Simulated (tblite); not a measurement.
# C9H13P: the cost of one run

Programs: tblite 0.8.0 and PySCF 2.14.0, with density-fitted response routines of our own. Each step states its level of theory. These are calculated values for one molecule in the gas phase, unless marked as measured. Atoms are numbered from 0 throughout.

## 1. The molecule as given

23 atoms, charge 0, multiplicity 1; geometry from: force field or distance geometry start.

Bonds of the start (Å): C0–C1 1.22, C1–P2 1.80, P2–C3 1.82, C3–C4 1.20, C4–C5 1.48, P2–C6 1.85, C6–C7 1.51, C7–C8 1.51, C8–C9 1.51, C0–H10 1.06, C5–H11 1.10, C5–H12 1.13, C5–H13 1.09, C6–H14 1.10, C6–H15 1.13, C7–H16 1.10, C7–H17 1.10, C8–H18 1.10, C8–H19 1.10, C9–H20 1.12, C9–H21 1.10, C9–H22 1.13.

## 2. Relaxing the molecule with GFN2-xTB

The job: settings as JSON, then the geometry in Å.

```
{"job": {"kind": "relax", "xc": "GFN2-xTB", "basis": "xTB"}, "charge": 0, "multiplicity": 1}
C      2.496500    -3.901900     0.291700
C      1.936500    -2.842000     0.502300
P      1.128700    -1.268500     0.817900
C      2.122200     0.155400     0.282300
C      2.799700     1.087900    -0.033500
C      3.638600     2.245200    -0.428600
C     -0.523000    -1.124000     0.002300
C     -1.298900     0.095100     0.452000
C     -2.610600     0.065700    -0.290000
C     -3.532900     1.221000     0.036300
H      2.973800    -4.828300     0.110200
H      4.578200     1.903200    -0.895600
H      3.920300     2.734800     0.547800
H      3.054700     2.901000    -1.082600
H     -0.409800    -1.175700    -1.090500
H     -1.139300    -2.022300     0.316500
H     -1.416300     0.097400     1.550500
H     -0.680100     0.963600     0.187500
H     -3.136400    -0.864300    -0.008100
H     -2.407500     0.113600    -1.369800
H     -4.574900     0.802200     0.042200
H     -3.548400     2.020100    -0.724500
H     -3.376000     1.647800     1.066700
```

The run is started by

```console
$ OMP_NUM_THREADS=1 python probes_run.py task.json out
```

The driver reads the jobs from task.json and runs them one after another.

Q: Estimate the wall time and peak memory of this first job on 1 thread of Intel Xeon Platinum 8488C, shared host.

About 1.6 s, with a peak of 0.18 GiB.
